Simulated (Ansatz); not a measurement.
# CH₆AlFSi₂: how energies converge with the basis set

An exercise on one series of results from a longer session: the logs are not shown, and one member is left open.

Program: Ansatz 0.2.0, Gaussian basis. Level of theory: one geometry, several basis sets. These are calculated values, not measurements.

The runs, in order: PBE0-D4/def2-SVP; ωB97M-V/def2-SVP; PBE0-D4/def2-QZVPP; ωB97M-V/def2-QZVPP; the functionals' def2-TZVPP values are taken from earlier runs.

### Structure used throughout

All runs share one geometry, relaxed beforehand with PBE0-D4 in a triple-zeta def2 set.

SMILES `FC[SiH]1[AlH][SiH2]1`, 11 atoms, charge 0, spin multiplicity 1.

Atoms are counted from 1 here; the program's logs count them from 0.

Bond lengths: F1–C2 1.389 Å, C2–Si3 1.904 Å, C2–H6 1.095 Å, C2–H7 1.094 Å, Si3–Al4 2.414 Å, Si3–Si5 2.327 Å, Si3–H8 1.498 Å, Al4–Si5 2.405 Å, Al4–H9 1.585 Å, Si5–H10 1.489 Å, Si5–H11 1.501 Å. Angles: F1–C2–Si3 111.4°, F1–C2–H6 108.2°, F1–C2–H7 108.3°, Si3–C2–H6 110.2°, Si3–C2–H7 110.4°, H6–C2–H7 108.2°, C2–Si3–Al4 140.3°, C2–Si3–Si5 128.4°, C2–Si3–H8 110.4°, Al4–Si3–Si5 60.9°, Al4–Si3–H8 99.8°, Si5–Si3–H8 107.1°, Si3–Al4–Si5 57.8°, Si3–Al4–H9 151.3°, Si5–Al4–H9 150.9°, Si3–Si5–Al4 61.3°, Si3–Si5–H10 129.9°, Si3–Si5–H11 104.5° and more.

Coordinates:

```
F    -2.7257    0.8437    0.3890
C    -1.4766    1.3841    0.1136
Si   -0.2645    0.0530   -0.5059
Al    2.1019   -0.3026   -0.8227
Si    0.8031   -1.6119    0.7209
H    -1.6010    2.1645   -0.6448
H    -1.0956    1.8517    1.0267
H    -0.7868   -0.5868   -1.7559
H     3.4838    0.0655   -1.5068
H     0.3606   -2.9981    1.0368
H     1.2661   -0.9200    1.9698
```

The first run:

Input file in.yaml:

```yaml
crystal:
  periodic: [false, false, false]
  atoms:
    - {symbol: F, position_ang: [-2.725680, 0.843718, 0.388992]}
    - {symbol: C, position_ang: [-1.476586, 1.384102, 0.113609]}
    - {symbol: Si, position_ang: [-0.264487, 0.053002, -0.505875]}
    - {symbol: Al, position_ang: [2.101943, -0.302626, -0.822718]}
    - {symbol: Si, position_ang: [0.803055, -1.611912, 0.720856]}
    - {symbol: H, position_ang: [-1.601018, 2.164452, -0.644827]}
    - {symbol: H, position_ang: [-1.095613, 1.851684, 1.026684]}
    - {symbol: H, position_ang: [-0.786849, -0.586813, -1.755913]}
    - {symbol: H, position_ang: [3.483815, 0.065480, -1.506773]}
    - {symbol: H, position_ang: [0.360613, -2.998089, 1.036829]}
    - {symbol: H, position_ang: [1.266108, -0.919998, 1.969838]}
basis:
  gaussian: {orbitals: def2-SVP}
hamiltonian: {xc: pbe0, dispersion: d4}
output: {orbitals: {seedname: orbitals}}
```

Command:

```
ansatz run in.yaml --threads 4 --pin off --events-out ev --progress --plain --max-ram 10444MiB
```

Steps of the session up to this table: PBE0-D4 in def2-SVP; ωB97M-V in def2-SVP; PBE0-D4 in def2-QZVPP; ωB97M-V in def2-QZVPP.

One table of the session follows, with a row left open; its other results are not shown here.

It belongs to the step «Density functionals: the series». 

```
functional       basis  HOMO (eV)  LUMO (eV)
   PBE0-D4    def2-SVP      -6.33      -2.39
   PBE0-D4  def2-TZVPP      -6.31      -2.39
   PBE0-D4  def2-QZVPP          ?          ?
   ωB97M-V    def2-SVP      -8.15      -0.63
   ωB97M-V  def2-TZVPP      -8.17      -0.68
   ωB97M-V  def2-QZVPP      -8.19      -0.74
```

Q: Estimate the row for PBE0-D4, def2-QZVPP from the others.

The run gave: HOMO (eV): -6.32; LUMO (eV): -2.41. In the column «HOMO (eV)» it lies between PBE0-D4, def2-SVP (-6.33) and PBE0-D4, def2-TZVPP (-6.31).
